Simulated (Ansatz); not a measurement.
What does this script print? It uses the Python package of Ansatz (0.2.0).

Input file `ch5albclo.xyz`:
```text
10

B    -0.31880    1.02370    1.42550
C    -0.83670    0.02800    0.30710
Al    0.64810   -0.35770   -0.93980
O     1.37990   -2.06460   -1.09940
Cl    1.60730    1.26860   -2.10840
H     0.50100    0.80370    2.16310
H    -0.87090    2.12280    1.50370
H    -1.63610    0.47660   -0.28080
H    -1.15990   -0.89120    0.83930
H     0.76930   -2.46100   -1.80740
```

`ch5albclo.py`
```python
"""Geometry optimisation of CH5AlBClO."""

import ansatz as az
import numpy as np

mol = az.Crystal.molecule_from_extxyz("ch5albclo.xyz")

calc = mol.calculation().basis(gaussian="def2-SVP").functional("PBE0")
symbols = [site.symbol for site in mol.cartesian_sites]
start = np.array([site.position_ang for site in mol.cartesian_sites], dtype=float)
report = calc.relax(force_tolerance=0.01).run(threads=1).report
end = np.array(report["positions_ang"])

print(f"E = {report['free_energy_ev']:.6f} eV = {report['free_energy_ev'] / 27.211386246:.7f} Ha")
print("converged:", report["converged"], " doubts:", report["published_state_doubts"] or "none")

print("bond        before    after (A)")
for i, j in [(0, 1), (0, 5), (0, 6), (1, 2), (1, 7), (1, 8), (2, 3), (2, 4), (3, 9)]:
    d0, d1 = (np.linalg.norm(xyz[i] - xyz[j]) for xyz in (start, end))
    print(f"{symbols[i]}{i}-{symbols[j]}{j}".ljust(10), f"{d0:8.4f} {d1:8.4f}")
```

Output of `python ch5albclo.py`:
```text
E = -22944.144624 eV = -843.1817628 Ha
converged: True  doubts: none
bond        before    after (A)
B0-C1        1.5844   1.5223
B0-H5        1.1245   1.2118
B0-H6        1.2325   1.2123
C1-Al2       1.9769   1.9542
C1-H7        1.0890   1.1018
C1-H8        1.1102   1.1024
Al2-O3       1.8640   1.6931
Al2-Cl4      2.2205   2.1044
O3-H9        1.0155   0.9587
```

Reading the output:
- Total energies depend on the basis set; only differences at equal settings carry meaning.
- The end point is the stationary point reached from this start; no frequency run checks that it is a minimum, and the basis set is modest.
- Timing: 64 s on 1 thread of Intel(R) Xeon(R) 6975P-C (Granite Rapids), with other jobs on the host, peak memory 0.3 GiB.

(Lines on the test bed's own set-up are left out of the output.)
